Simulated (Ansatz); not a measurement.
# CH2BFOS: one species, many methods

The task here is to estimate one member of a computed series from the others.

Computed with Ansatz 0.2.0, Gaussian basis. Level: functionals in def2-TZVPP, the program's frozen cores in correlated methods.

Plan: LDA (SPW92), PBE-D4, revPBE-D4, BLYP-D4, r2SCAN-D4, B97M-V, PBE0-D4, B3LYP-D4, r2SCANh-D4, r2SCAN0-D4, HSE06-D4, BHLYP-D4, CAM-B3LYP-D4, LC-ωPBE, ωB97X-V, ωB97M-V, B2PLYP, PBE-QIDH; CCSD(T)/def2-SVP; CCSD(T)/def2-TZVPP; MP2/def2-QZVPP; extrapolation to the limit; RPA on PBE.

## The geometry

The geometry comes from an earlier relaxation with PBE0-D4 in a triple-zeta def2 set; it is a stationary point, not always the lowest conformer.

SMILES `O=C(S)BF`, 7 atoms, charge 0, spin multiplicity 1.

Atoms are counted from 1 here; the program's logs count them from 0.

Bond lengths: O1–C2 1.201 Å, C2–S3 1.793 Å, C2–B4 1.598 Å, S3–H6 1.344 Å, B4–F5 1.309 Å, B4–H7 1.197 Å. Angles: O1–C2–S3 121.1°, O1–C2–B4 124.2°, S3–C2–B4 114.8°, C2–S3–H6 95.5°, C2–B4–F5 117.8°, C2–B4–H7 122.8°, F5–B4–H7 119.4°.

Set-up of the first run:

Contents of in.yaml:

```yaml
crystal:
  periodic: [false, false, false]
  atoms:
    - {symbol: O, position_ang: [0.512798, -1.880518, 0.371460]}
    - {symbol: C, position_ang: [0.199146, -0.721080, 0.364371]}
    - {symbol: S, position_ang: [-0.015642, 0.188787, 1.894679]}
    - {symbol: B, position_ang: [-0.031407, 0.137942, -0.963029]}
    - {symbol: F, position_ang: [0.855222, 0.033916, -1.919829]}
    - {symbol: H, position_ang: [-0.489618, 1.305004, 1.314663]}
    - {symbol: H, position_ang: [-0.969199, 0.867851, -1.107913]}
basis:
  gaussian: {orbitals: def2-TZVPP}
hamiltonian: {xc: lda}
output: {orbitals: {seedname: orbitals}}
```

On the command line:

```console
$ ansatz run in.yaml --threads 2 --pin off --events-out ev --progress --plain --max-ram 4352MiB
```

Among the steps run: LDA; PBE-D4 (GGA); revPBE-D4 (GGA); BLYP-D4 (GGA); r2SCAN-D4 (meta-GGA); B97M-V (meta-GGA); PBE0-D4 (hybrid); B3LYP-D4 (hybrid); r2SCANh-D4 (hybrid); r2SCAN0-D4 (hybrid); HSE06-D4 (hybrid); BHLYP-D4 (hybrid); CAM-B3LYP-D4 (range-separated); LC-ωPBE (range-separated); ωB97X-V (range-separated); ωB97M-V (range-separated); B2PLYP (double hybrid); PBE-QIDH (double hybrid).

One table of the session follows, with a row left open; its other results are not shown here.

It belongs to the step «Orbital energies across the functionals». 

| functional | HOMO (eV) | LUMO (eV) | gap (eV) |
| --- | --- | --- | --- |
| LDA (SPW92) | -6.35 | -3.74 | 2.61 |
| PBE-D4 | -6.18 | -3.44 | 2.74 |
| revPBE-D4 | -6.11 | -3.32 | 2.79 |
| BLYP-D4 | -6.08 | -3.29 | 2.79 |
| r2SCAN-D4 | -6.47 | -3.26 | 3.21 |
| B97M-V | -6.59 | -3.23 | 3.36 |
| PBE0-D4 | -7.65 | -2.50 | 5.15 |
| B3LYP-D4 | -7.42 | -2.72 | 4.70 |
| r2SCANh-D4 | -7.02 | -2.91 | 4.11 |
| r2SCAN0-D4 | -7.85 | -2.39 | 5.47 |
| HSE06-D4 | -7.24 | -2.88 | 4.36 |
| BHLYP-D4 | ? | ? | ? |
| CAM-B3LYP-D4 | -9.05 | -1.35 | 7.69 |
| LC-ωPBE | -10.32 | -0.14 | 10.18 |
| ωB97X-V | -10.00 | -0.21 | 9.79 |
| ωB97M-V | -9.89 | -0.35 | 9.55 |

**Question.** Estimate the row for BHLYP-D4.

Worked estimate for «HOMO (eV)». Against the share of exact exchange, BLYP-D4 (0, -6.08), B3LYP-D4 (0.2, -7.42) give a slope of -6.70 per unit share; at 0.5 the line stands at -9.43.

The run gave: HOMO (eV): -9.07; LUMO (eV): -1.43; gap (eV): 7.63. In «HOMO (eV)» the line misses by -0.36.
